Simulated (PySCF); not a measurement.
# One shape, several levels: MoF6 (molybdenum hexafluoride)

Wanted: a comparison of 5 runs (B3LYP/def2-SVP, BLYP/def2-SVP, PBE/def2-SVP, SVWN5/def2-SVP, revPBE/def2-SVP) of MoF6 (molybdenum hexafluoride). Input form: a Python script.

The results are computed with PySCF 2.14.0.

## 1. The structure to begin with

MoF6: 7 atoms, total charge 0, spin state singlet. As SMILES, `[F][Mo]([F])([F])([F])([F])[F]`. Geometry: a GFN2-xTB relaxation, a rough one for these elements and not checked as a minimum.

Bond lengths: F1–Mo2 1.736 Å, Mo2–F3 1.736 Å, Mo2–F4 1.737 Å, Mo2–F5 1.737 Å, Mo2–F6 1.737 Å, Mo2–F7 1.737 Å. Some angles: F1–Mo2–F3 90.0°, F1–Mo2–F4 90.0°, F1–Mo2–F5 89.9°, F1–Mo2–F6 89.9°, F1–Mo2–F7 180.0°, F3–Mo2–F4 90.0°, F3–Mo2–F5 179.9°, F3–Mo2–F6 90.0°, F3–Mo2–F7 90.0°, F4–Mo2–F5 90.0°.

## 2. The energy at B3LYP/def2-SVP (core potential) (run 1)

calc.py reads:

```python
from pyscf import gto, dft

mol = gto.M(
    atom=[
    ('F', (-0.884240, -0.039360, 1.493290)),
    ('Mo', (0.000210, -0.000270, -0.000380)),
    ('F', (1.355700, -0.751600, 0.782620)),
    ('F', (-0.627890, -1.565450, -0.414620)),
    ('F', (-1.356700, 0.751510, -0.780870)),
    ('F', (0.627970, 1.565350, 0.414200)),
    ('F', (0.884940, 0.039810, -1.494230)),
],
    ecp={'Mo': 'def2-svp'},
    max_memory=1860,
    basis='def2-svp',
    verbose=4,
)

calc0 = dft.RKS(mol, xc='b3lyp')
calc0.grids.level = 5
calc0.conv_tol = 1e-10
calc0.kernel()
if not calc0.converged:
    calc0 = calc0.newton().run(calc0.mo_coeff, calc0.mo_occ)

etot = calc0.e_tot
print('E = %.10f Eh' % etot)
```

Launch:

```sh
$ OMP_NUM_THREADS=1 python calc.py
```

What it wrote:

```text
PySCF version 2.14.0

[... 75 lines left out ...]
converged SCF energy = -666.969333465135
E = -666.9693334651 Eh
```

Run time: 25 s. Hardware: 1 thread of Intel Xeon Platinum 8488C (Sapphire Rapids), shared host; peak memory 0.64 GiB.

## 3. The energy at BLYP/def2-SVP (core potential) (run 2)

run.py reads:

```python
from pyscf import gto, dft

system = gto.M(
    atom='''
F     -1.670971    -0.074380     2.821909
Mo     0.000397    -0.000510    -0.000718
F      2.561902    -1.420318     1.478937
F     -1.186540    -2.958272    -0.783518
F     -2.563791     1.420148    -1.475630
F      1.186691     2.958083     0.782725
F      1.672294     0.075230    -2.823685
''',
    unit='bohr',
    ecp={'Mo': 'def2-svp'},
    max_memory=1860,
    verbose=3,
    basis='def2-svp',
)

myscf = dft.RKS(system, xc='blyp')
myscf.conv_tol = 1e-10
myscf.grids.level = 5
myscf.kernel()
if not myscf.converged:
    myscf = myscf.newton().run(myscf.mo_coeff, myscf.mo_occ)

e_final = myscf.e_tot
print('E(%s) = %.9f' % ('BLYP', e_final))
```

Launch:

```sh
$ OMP_NUM_THREADS=1 python run.py
```

What it wrote:

```text
converged SCF energy = -666.919975145651
E(BLYP) = -666.919975146
```

Wall time 26 s (1 thread of Intel Xeon Platinum 8488C (Sapphire Rapids), shared host); peak memory 0.64 GiB.

## 4. A single-point energy at PBE/def2-SVP (core potential) (run 3)

calc.py reads:

```python
from pyscf import gto, dft

system = gto.M(
    atom=[
    ('F', (-0.884240, -0.039360, 1.493290)),
    ('Mo', (0.000210, -0.000270, -0.000380)),
    ('F', (1.355700, -0.751600, 0.782620)),
    ('F', (-0.627890, -1.565450, -0.414620)),
    ('F', (-1.356700, 0.751510, -0.780870)),
    ('F', (0.627970, 1.565350, 0.414200)),
    ('F', (0.884940, 0.039810, -1.494230)),
],
    max_memory=1860,
    verbose=4,
    ecp={'Mo': 'def2-svp'},
    basis='def2-svp',
)

mf = dft.RKS(system, xc='pbe')
mf.conv_tol = 1e-10
mf.grids.level = 5
mf.kernel()
if not mf.converged:
    mf = mf.newton().run(mf.mo_coeff, mf.mo_occ)

e_final = mf.e_tot
print(f'total energy: {e_final:.8f} hartree')
```

Launch:

```sh
$ OMP_NUM_THREADS=1 python calc.py
```

What it wrote:

```text
PySCF version 2.14.0

[... 80 lines left out ...]
converged SCF energy = -666.462576885731
total energy: -666.46257689 hartree
```

Run time: 24 s. Hardware: 1 thread of Intel Xeon Platinum 8488C (Sapphire Rapids), shared host; peak memory 0.64 GiB.

Run 4 isn't shown in full; the table further down has it.

## 5. A single-point energy at revPBE/def2-SVP (core potential) (run 5)

start.xyz reads:

```xyz
7
F6Mo
F     -0.884240    -0.039360     1.493290
Mo     0.000210    -0.000270    -0.000380
F      1.355700    -0.751600     0.782620
F     -0.627890    -1.565450    -0.414620
F     -1.356700     0.751510    -0.780870
F      0.627970     1.565350     0.414200
F      0.884940     0.039810    -1.494230
```

run.py reads:

```python
# molybdenum hexafluoride
from pyscf import gto, dft

mol = gto.Mole()
mol.atom = 'start.xyz'
mol.spin = 0
mol.basis = 'def2-svp'
mol.max_memory = 1860
mol.ecp = {'Mo': 'def2-svp'}
mol.verbose = 3
mol.build()

ks = dft.RKS(mol)
ks.xc = 'revpbe'
ks.conv_tol = 1e-10
ks.grids.level = 5
ks.kernel()
if not ks.converged:
    ks = ks.newton().run(ks.mo_coeff, ks.mo_occ)

e_tot = ks.e_tot
print('E = %.10f Eh' % e_tot)
```

Launch:

```sh
$ OMP_NUM_THREADS=1 python run.py
```

What it wrote:

```text
converged SCF energy = -666.82565970249
E = -666.8256597025 Eh
```

Wall time 24 s (1 thread of Intel Xeon Platinum 8488C (Sapphire Rapids), shared host); peak memory 0.64 GiB.

## 6. All runs side by side

```csv
run,level,energy (Eh),dipole moment (D),HOMO energy (eV),LUMO energy (eV),wall time
1,B3LYP/def2-SVP (core potential),-666.969333,0.01,-12.38,-4.83,25 s
2,BLYP/def2-SVP (core potential),-666.919975,0.01,-10.39,-4.93,26 s
3,PBE/def2-SVP (core potential),-666.462577,0.01,-10.52,-5.03,24 s
4,SVWN5/def2-SVP (core potential),-663.143805,0.01,-10.80,-5.23,14 s
5,revPBE/def2-SVP (core potential),-666.825660,0.01,-10.45,-4.97,24 s
```

## 7. Results

```
            quantity          value
 run 5: total energy  -666.82566 Eh
run 5: dipole moment         0.01 D
  run 5: HOMO energy      -10.45 eV
  run 5: LUMO energy       -4.97 eV
run 5: HOMO–LUMO gap        5.48 eV
```

**Reading.** The HOMO–LUMO gap runs from 5.46 eV (BLYP/def2-SVP) to 7.55 eV (B3LYP/def2-SVP). Totals of different functionals can't be ranked against each other. All runs together took 1.9 min, the longest 26 s.
